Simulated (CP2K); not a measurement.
**One shape, several levels: InF (SMILES [F][In])**

We compute a comparison of 3 runs (HF/3-21G, PBE0/TZV2P-MOLOPT-PBE0-GTH, PM3) of InF. 

Program for the calculation: CP2K 2026.2.

4 further runs of the same task are left out: 1 that didn't finish, 3 set aside as unsound or not needed.

## Step 1: Starting point

InF: 2 atoms, total charge 0, spin state singlet. SMILES: `[F][In]`. The F1–In2 distance was set to 2.592 Å, away from the relaxed value.

Bond lengths: F1–In2 2.592 Å.

## Step 2: A single-point energy at HF/3-21G (run 1)

molecule.xyz

```xyz
2

F      0.000000     0.000000    -0.582220
In     0.000000     0.000000     2.009580
```

job.inp

```
&GLOBAL
  PROJECT job
  RUN_TYPE ENERGY
  PRINT_LEVEL MEDIUM
&END GLOBAL

&FORCE_EVAL
  METHOD QS
  &DFT
    BASIS_SET_FILE_NAME ./3_21g.basis
    POTENTIAL_FILE_NAME POTENTIAL
    &QS
      METHOD GAPW
      EPS_DEFAULT 1.0E-10
    &END QS
    &MGRID
      CUTOFF 280
      REL_CUTOFF 50
      NGRIDS 4
    &END MGRID
    &POISSON
      PERIODIC NONE
      POISSON_SOLVER MULTIPOLE
    &END POISSON
    &SCF
      SCF_GUESS ATOMIC
      EPS_SCF 1.0E-07
      MAX_SCF 150
      ADDED_MOS 5
      &DIAGONALIZATION
        ALGORITHM STANDARD
      &END DIAGONALIZATION
      &MIXING
        METHOD DIRECT_P_MIXING
        ALPHA 0.4
      &END MIXING
    &END SCF
    &XC
      &XC_FUNCTIONAL NONE
      &END XC_FUNCTIONAL
      &HF
        FRACTION 1
        &SCREENING
          EPS_SCHWARZ 1.0E-10
        &END SCREENING
        &MEMORY
          MAX_MEMORY 1050
        &END MEMORY
      &END HF
    &END XC
    &PRINT
      &MOMENTS
        PERIODIC F
        REFERENCE COM
        MAX_MOMENT 1
      &END MOMENTS
      &MO ON
        ENERGIES T
        OCCUPATION_NUMBERS T
        NDIGITS 6
        &EACH
          QS_SCF 0
        &END EACH
        ADD_LAST NUMERIC
      &END MO
      &LOWDIN ON
      &END LOWDIN
      &HIRSHFELD OFF
      &END HIRSHFELD
    &END PRINT
  &END DFT
  &SUBSYS
    &CELL
      ABC 7 7 9.6
      PERIODIC NONE
    &END CELL
    &TOPOLOGY
      COORD_FILE_NAME molecule.xyz
      COORD_FILE_FORMAT XYZ
      &CENTER_COORDINATES
      &END CENTER_COORDINATES
    &END TOPOLOGY
    &KIND F
      BASIS_SET 3-21G
      POTENTIAL ALL
      LEBEDEV_GRID 194
      RADIAL_GRID 100
    &END KIND
    &KIND In
      BASIS_SET 3-21G
      POTENTIAL ALL
      LEBEDEV_GRID 194
      RADIAL_GRID 100
      &POTENTIAL
        10 19 20
        0.50000000 0
      &END POTENTIAL
    &END KIND
  &END SUBSYS
&END FORCE_EVAL
```

Started as:

```console
$ OMP_NUM_THREADS=1 cp2k.psmp -i job.inp -o job.out
```

Log:

```text
CP2K| version string:                                       CP2K version 2026.2
[...]
 GLOBAL| Method name                                                        CP2K
[...]
 GLOBAL| Run type                                                         ENERGY
[...]
 DFT| Spin restricted Kohn-Sham (RKS) calculation                            RKS
 DFT| Multiplicity                                                             1
[...]
 DFT| Charge                                                                   0
[...]
 QS| Method:                                                                GAPW
[...]
 QS| Density cutoff [a.u.]:                                                140.0
[...]
 QS| Relative density cutoff [a.u.]:                                        25.0
[...]
                             - Atoms:                                          2
[...]
                             - Spherical basis functions:                     40
[...]
 Number of electrons:                                                         58
[...]
     1 P_Mix/Diag. 0.40E+00    1.6     0.16378763     -5813.1661650480 -5.81E+03
[...]
    16 DIIS/Diag.  0.21E-07    0.1     0.00000002     -5813.6048180549  9.09E-12
  *** SCF run converged in    16 steps ***
[...]
  Overlap energy of the core charge distribution:               0.00000000000000
  Self energy of the core charge distribution:              -1459.18257978296128
  Core Hamiltonian energy:                                  -4923.86036449000676
  Hartree energy:                                             185.84322960472755
  Exchange-correlation energy:                                  0.00000000000000
  Hartree-Fock Exchange energy:                              -163.89152940519287
[...]
 ENERGY| Total FORCE_EVAL ( QS ) energy [hartree]          -5813.604818054920543
[...]
```

It took 5.4 s on 1 thread of Intel Xeon Platinum 8488C (Sapphire Rapids), shared host; peak memory 0.39 GiB.

## Step 3: The energy at PBE0/TZV2P-MOLOPT-PBE0-GTH (core potential) (run 2)

molecule.xyz is that of step 2.

mol.inp

```
&GLOBAL
  PROJECT mol
  RUN_TYPE ENERGY
  PRINT_LEVEL MEDIUM
&END

&FORCE_EVAL
  METHOD Quickstep
  &DFT
    BASIS_SET_FILE_NAME BASIS_MOLOPT_UZH
    BASIS_SET_FILE_NAME BASIS_ADMM_UZH
    POTENTIAL_FILE_NAME POTENTIAL_UZH
    &QS
      METHOD GPW
      EPS_DEFAULT 1.0E-10
    &END
    &MGRID
      CUTOFF 400
      REL_CUTOFF 50
      NGRIDS 4
    &END
    &POISSON
      PERIODIC NONE
      POISSON_SOLVER MULTIPOLE
    &END
    &SCF
      SCF_GUESS ATOMIC
      EPS_SCF 1.0E-06
      MAX_SCF 80
      ADDED_MOS 10
      &DIAGONALIZATION
        ALGORITHM STANDARD
      &END
      &MIXING
        METHOD DIRECT_P_MIXING
        ALPHA 0.4
      &END
    &END
    &XC
      &XC_FUNCTIONAL
        &PBE
          SCALE_X 0.75
          SCALE_C 1.0
        &END
      &END
      &HF
        FRACTION 0.25
        &SCREENING
          EPS_SCHWARZ 1.0E-09
        &END
        &MEMORY
          MAX_MEMORY 1050
        &END
      &END
    &END
    &AUXILIARY_DENSITY_MATRIX_METHOD
      ADMM_TYPE ADMMS
      EXCH_CORRECTION_FUNC PBEX
    &END
    &PRINT
      &MOMENTS
        PERIODIC F
        REFERENCE COM
        MAX_MOMENT 1
      &END
      &MO ON
        ENERGIES T
        OCCUPATION_NUMBERS T
        NDIGITS 6
        &EACH
          QS_SCF 0
        &END
        ADD_LAST NUMERIC
      &END
      &HIRSHFELD OFF
      &END
    &END
  &END
  &SUBSYS
    &CELL
      ABC 7 7 9.6
      PERIODIC NONE
    &END
    &TOPOLOGY
      COORD_FILE_NAME molecule.xyz
      COORD_FILE_FORMAT XYZ
      &CENTER_COORDINATES
      &END
    &END
    &KIND F
      BASIS_SET ORB TZV2P-MOLOPT-PBE0-GTH-q7
      BASIS_SET AUX_FIT admm-tzp-q7
      POTENTIAL GTH-PBE0-q7
    &END
    &KIND In
      BASIS_SET ORB TZV2P-MOLOPT-PBE0-GTH-q13
      BASIS_SET AUX_FIT admm-tzp-q13
      POTENTIAL GTH-PBE0-q13
    &END
  &END
&END
```

Started as:

```console
$ OMP_NUM_THREADS=1 cp2k.psmp -i mol.inp -o mol.out
```

Log:

```text
CP2K| version string:                                       CP2K version 2026.2
[...]
 GLOBAL| Method name                                                        CP2K
[...]
 GLOBAL| Run type                                                         ENERGY
[...]
 DFT| Spin restricted Kohn-Sham (RKS) calculation                            RKS
 DFT| Multiplicity                                                             1
[...]
 DFT| Charge                                                                   0
[...]
 FUNCTIONAL| PBE:
 QS| Method:                                                                 GPW
[...]
 QS| Density cutoff [a.u.]:                                                200.0
[...]
 QS| Relative density cutoff [a.u.]:                                        25.0
[...]
                             - Atoms:                                          2
[...]
                             - Spherical basis functions:                     70
[...]
 Number of electrons:                                                         20
[...]
     1 P_Mix/Diag. 0.40E+00    2.2     1.58193547       -80.1357133241 -8.01E+01
[...]
  *** SCF run converged in    16 steps ***
[...]
  Overlap energy of the core charge distribution:               0.00000000000000
  Self energy of the core charge distribution:               -155.20824784539764
  Core Hamiltonian energy:                                     45.58204133932634
  Hartree energy:                                              40.31814532512267
  Exchange-correlation energy:                                 -9.21994623056016
  Hartree-Fock Exchange energy:                                -2.45565924192215
  Total energy:                                               -80.98366665343094
[...]
 ENERGY| Total FORCE_EVAL ( QS ) energy [hartree]            -80.983666653430944
[...]
```

Run time: 24 s. Hardware: 1 thread of Intel Xeon Platinum 8488C (Sapphire Rapids), shared host; peak memory 0.62 GiB.

## Step 4: A single-point energy at PM3 (run 3)

mol.inp

```
&GLOBAL
  PROJECT mol
  RUN_TYPE ENERGY
  PRINT_LEVEL MEDIUM
&END GLOBAL

&FORCE_EVAL
  METHOD QS
  &DFT
    CHARGE 0
    MULTIPLICITY 1
    &QS
      METHOD PM3
      EPS_DEFAULT 1.0E-10
      &SE
        &COULOMB
          CUTOFF [angstrom] 50
          RC_RANGE [angstrom] 0
        &END COULOMB
        &EXCHANGE
          CUTOFF [angstrom] 50
          RC_RANGE [angstrom] 0
        &END EXCHANGE
      &END SE
    &END QS
    &POISSON
      PERIODIC NONE
      POISSON_SOLVER ANALYTIC
    &END POISSON
    &SCF
      SCF_GUESS ATOMIC
      EPS_SCF 1.0E-07
      MAX_SCF 40
      &OT ON
        MINIMIZER DIIS
        PRECONDITIONER FULL_ALL
      &END OT
      &OUTER_SCF
        EPS_SCF 1.0E-07
        MAX_SCF 5
      &END OUTER_SCF
    &END SCF
    &PRINT
      &MOMENTS
        PERIODIC F
        REFERENCE COM
        MAX_MOMENT 1
      &END MOMENTS
      &MO_CUBES
        NLUMO 5
        NHOMO -1
        WRITE_CUBE F
      &END MO_CUBES
      &HIRSHFELD OFF
      &END HIRSHFELD
    &END PRINT
  &END DFT
  &SUBSYS
    &CELL
      ABC [angstrom] 8 8 10.6
      PERIODIC NONE
    &END CELL
    &COORD
      UNIT bohr
      F      0.0000000     0.0000000    -1.1002363
      In     0.0000000     0.0000000     3.7975558
    &END COORD
    &TOPOLOGY
      &CENTER_COORDINATES
      &END CENTER_COORDINATES
    &END TOPOLOGY
  &END SUBSYS
&END FORCE_EVAL
```

Started as:

```console
$ OMP_NUM_THREADS=1 cp2k.psmp -i mol.inp -o mol.out
```

Log:

```text
CP2K| version string:                                       CP2K version 2026.2
[...]
 GLOBAL| Method name                                                        CP2K
[...]
 GLOBAL| Run type                                                         ENERGY
[...]
                             - Atoms:                                          2
[...]
                             - Spherical basis functions:                      8
[...]
 Number of electrons:                                                         10
[...]
     1 OT DIIS     0.15E+00    0.0     0.36413370       -17.5834937270 -1.76E+01
[...]
    22 OT DIIS     0.15E+00    0.0     0.00000006       -18.1145126655 -1.74E-13
  *** SCF run converged in    22 steps ***
  Core-core repulsion energy [eV]:                             97.51446137481983
  Core Hamiltonian energy [eV]:                              -872.16896225324638
  Two-electron integral energy [eV]:                          563.46708672848229
  Electronic energy [eV]:                                    -590.43541888900529
  Total energy [eV]:                                         -492.92095751418549
  Atomic reference energy [eV]:                               492.82648171079353
  Heat of formation [kcal/mol]:                                -2.17866395569184
[...]
 SE_DIPOLE| Moment [Debye]         -0.00000001       0.00000005      -5.52701857
 SE_DIPOLE| Derivative [a.u.]       0.00000000       0.00000000       0.00000000
 *** WARNING in qs_scf_post_se.F:140 :: Printing of MO cube files not ***
 *** implemented for Semi-Empirical method.                           ***
 ENERGY| Total FORCE_EVAL ( QS ) energy [hartree]            -18.114512665456424
[...]
```

Wall time 1.1 s (1 thread of Intel Xeon Platinum 8488C (Sapphire Rapids), shared host); peak memory 0.2 GiB.

## Step 5: Overview of the runs

| run | level | core potential | scheme | energy (Eh) | dipole moment (D) | HOMO energy (eV) | LUMO energy (eV) | wall time |
| --- | --- | --- | --- | --- | --- | --- | --- | --- |
| 1 | HF/3-21G | none | GAPW | -5813.604818 | 5.75 | -8.75 | 0.33 | 5.4 s |
| 2 | PBE0/TZV2P-MOLOPT-PBE0-GTH (core potential) | GTH-PBE0 | GPW | -80.983667 | 7.22 | -7.11 | -2.32 | 24 s |
| 3 | PM3 | – | – | -18.114513 | 5.53 | – | – | 1.1 s |

## Step 6: What came out

| quantity | value |
| --- | --- |
| run 3: total energy | -18.11451 Eh |
| run 3: dipole moment | 5.53 D |
| run 3: heat of formation | -2.2 kcal/mol |

In words: The dipole moment (its size) runs from 5.53 D (PM3) to 7.22 D (PBE0/TZV2P-MOLOPT-PBE0-GTH). The two ends differ in method and basis and Hamiltonian and core potential. Some runs of one species differ in core potentials or relativity; totals across that change don't compare. In run 1 relativity is left out where basis or elements ask for it. All runs together took 30 s, the longest 24 s.
